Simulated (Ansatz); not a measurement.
# SnSe: response to strain

SnSe is deformed so: zz strain of -3 %. What stress and forces result, by LAPW, PAW and all-electron datasets made for the crystal?

Program: Ansatz 0.2.0. Level of theory: DFT LDA, scalar-relativistic. These are calculated values, not measurements.

### 1 Starting point

The structure is cubic, space group Fm-3m (No. 225). Conventional cell: a = 6.020 Å, b = 6.020 Å, c = 6.020 Å, α = 90.00°, β = 90.00°, γ = 90.00°. Sn (site symmetry m-3m) is surrounded by 6 Se at 3.01 Å. Se (site symmetry m-3m) has 6 Sn at 3.01 Å as nearest neighbours.

Structure file:

```xyz
2
Lattice="0.0000 3.0100 3.0100 3.0100 0.0000 3.0100 3.0100 3.0100 0.0000" Properties=species:S:1:pos:R:3 pbc="T T T"
Sn    0.0000    0.0000    0.0000
Se    3.0100    3.0100    3.0100
```

Atoms are numbered in the order of the input: Sn1, Se2.

### 2 The deformed structure

Space group Fm-3m before, I4/mmm after.

### 3 Full-potential LAPW

Contents of input.yaml:

```yaml
crystal:
  lattice:
    - [0.0, 3.01, 2.9197]
    - [3.01, 0.0, 2.9197]
    - [3.01, 3.01, 0.0]
  atoms:
    - { symbol: Sn, position: [0.0, 0.0, 0.0] }
    - { symbol: Se, position: [0.5, 0.5, 0.5] }
kpoints:
  mp_grid: { grid: [9, 9, 9] }
  band_path:
    path:
      - [0.0, 0.0, 0.0]
      - [0.0, 0.5, 0.5]
      - [0.25, 0.75, 0.5]
      - [0.0, 0.5, 0.0]
      - [0.0, 0.0, 0.0]
      - [0.5, 0.5, 0.0]
      - [0.3828515251, 0.6171484749, 0.0]
      - [-0.3828515251, 0.3828515251, 0.0]
      - [0.0, 0.0, 0.0]
    npoints: 5
scf:
  occupations: { method: fermi_dirac, width: 0.02 }
hamiltonian:
  xc: lda
  pseudopotentials: { kind: all_electron, lapw: { basis_error: 0.00025 } }
output:
  forces: true
  stress: true
  eigenvalues: true
```

Launch:

```bash
$ ansatz run input.yaml --threads 1 --pin off --max-ram 3072MiB --backend cpu --events-out ev --progress --plain --runs-dir out
```

### 4 Frozen-core PAW

Contents of input.yaml:

```yaml
crystal:
  lattice:
    - [0.0, 3.01, 2.9197]
    - [3.01, 0.0, 2.9197]
    - [3.01, 3.01, 0.0]
  atoms:
    - { symbol: Sn, position: [0.0, 0.0, 0.0] }
    - { symbol: Se, position: [0.5, 0.5, 0.5] }
kpoints:
  mp_grid: { grid: [9, 9, 9] }
scf:
  occupations: { method: fermi_dirac, width: 0.02 }
hamiltonian:
  xc: lda
  pseudopotentials: { kind: paw }
output:
  forces: true
  stress: true
  eigenvalues: true
  efg: { contact_densities: true }
```

### 5 All-electron PAW on datasets made for the crystal

Edit input.yaml of step 4 so:

```diff
@@ -14,3 +14,3 @@
   xc: lda
-  pseudopotentials: { kind: paw }
+  pseudopotentials: { kind: all_electron, datasets: crystal }
 output:
```

(Steps that only read results are left out.)

What does the calculation give? Wanted: pressure; largest shear or deviatoric stress.

The runs gave:

| quantity | value |
| --- | --- |
| pressure | LAPW -1.62, PAW -1.63, crystal datasets -1.62 GPa |
| largest shear or deviatoric stress (LAPW) | 2.72 GPa |

**Reading.** The largest part of the stress beyond the pressure is 2.72 GPa in size, in the zz component; the atoms are carried along and not relaxed. No run of the undeformed cell stands beside it, so the pressure holds what the given cell had before the change. PAW: stress within 0.01 GPa of LAPW. Crystal datasets: stress within 0.01 GPa of LAPW.
